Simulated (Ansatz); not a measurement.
# Sn2TeS3: the cost of one run

Program: Ansatz 0.2.0. Level of theory: DFT PBE, scalar-relativistic, plane waves, PAW. These are calculated values, not measurements.

1 further run of the same task is left out (set aside as unsound or not needed). Runs told in other sessions of the task aren't counted.

**1. The structure to begin with**

It takes space group P-3m1 (No. 164, trigonal). Conventional cell: a = 4.324 Å, b = 4.324 Å, c = 8.968 Å, α = 90.00°, β = 90.00°, γ = 120.00°. Around Sn (site symmetry 3m) lie 6 S at 2.91 to 2.94 Å. Around Te (site symmetry -3m) lie 6 S at 2.88 Å. S (site symmetry -3m) has 6 Sn at 2.94 Å in its first shell of neighbours. S (site symmetry 3m) has 3 Te at 2.88 Å and 3 Sn at 2.91 Å in its first shell of neighbours.

Coordinates:

```xyz
6
Lattice="4.3245 0.0000 0.0000 -2.1622 3.7451 0.0000 0.0000 0.0000 8.9681" Properties=species:S:1:pos:R:3 pbc="T T T"
Sn    0.0000    2.4967    6.0399
Sn    2.1622    1.2484    2.9282
Te    0.0000    0.0000    0.0000
S     0.0000    0.0000    4.4841
S     0.0000    2.4967    1.4427
S     2.1622    1.2484    7.5254
```

The cell was relaxed beforehand at this level, from a database cell with other species swapped in; it is a trial structure. At a tolerance of 0.05 Å it has space group P-3m1 (No. 164); it has 24.21 Å³/atom, an uncorrected energy of -0.10 eV/atom over the elements.

**2. Bands, states and charges**

input.yaml reads:

```yaml
crystal:
  lattice:
    - [4.3244618983, 3.0e-09, 0.0]
    - [-2.1622309517, 3.7450938601, 0.0]
    - [0.0, 0.0, 8.9681028004]
  atoms:
    - { symbol: Sn, position: [0.3333333333, 0.6666666667, 0.673486097] }
    - { symbol: Sn, position: [0.6666666667, 0.3333333333, 0.326513903] }
    - { symbol: Te, position: [0.0, 0.0, 0.0] }
    - { symbol: S, position: [0.0, 0.0, 0.5] }
    - { symbol: S, position: [0.3333333333, 0.6666666667, 0.1608728265] }
    - { symbol: S, position: [0.6666666667, 0.3333333333, 0.8391271735] }
basis:
  ecutwfc: 420
kpoints:
  mp_grid: { grid: [12, 12, 4] }
  band_path:
    path:
      - [[0.0, 0.0, 0.0], [0.5, 0.0, 0.0], [0.33333333, 0.33333333, 0.0], [0.0, 0.0, 0.0], [0.0, 0.0, 0.5], [0.5, 0.0, 0.5], [0.33333333, 0.33333333, 0.5], [0.0, 0.0, 0.5]]
      - [[0.5, 0.0, 0.5], [0.5, 0.0, 0.0]]
      - [[0.33333333, 0.33333333, 0.5], [0.33333333, 0.33333333, 0.0]]
    npoints: 14
hamiltonian:
  xc: pbe
scf:
  occupations: { method: gaussian, width: 0.1 }
  n_extra_bands: 15
output:
  forces: true
  stress: true
  eigenvalues: true
  populations: true
  dos: { projected: true, de: 0.02, nscf_kmesh: { grid: [15, 15, 5] } }
  bader: true
  write_density: true
  write_potential: true
  elf: true
  volumetric_format: npy
```

Started as:

```
> ansatz run input.yaml --threads 1 --pin off --max-ram 2560MiB --backend cpu --events-out ev --progress --plain --runs-dir out
```

**Question.** How long does this run take on 1 thread of Intel Xeon at 2.50GHz (Skylake/Cascade Lake), shared host, and how much memory does it need?

About 4.2 min, with a peak of 0.81 GiB.
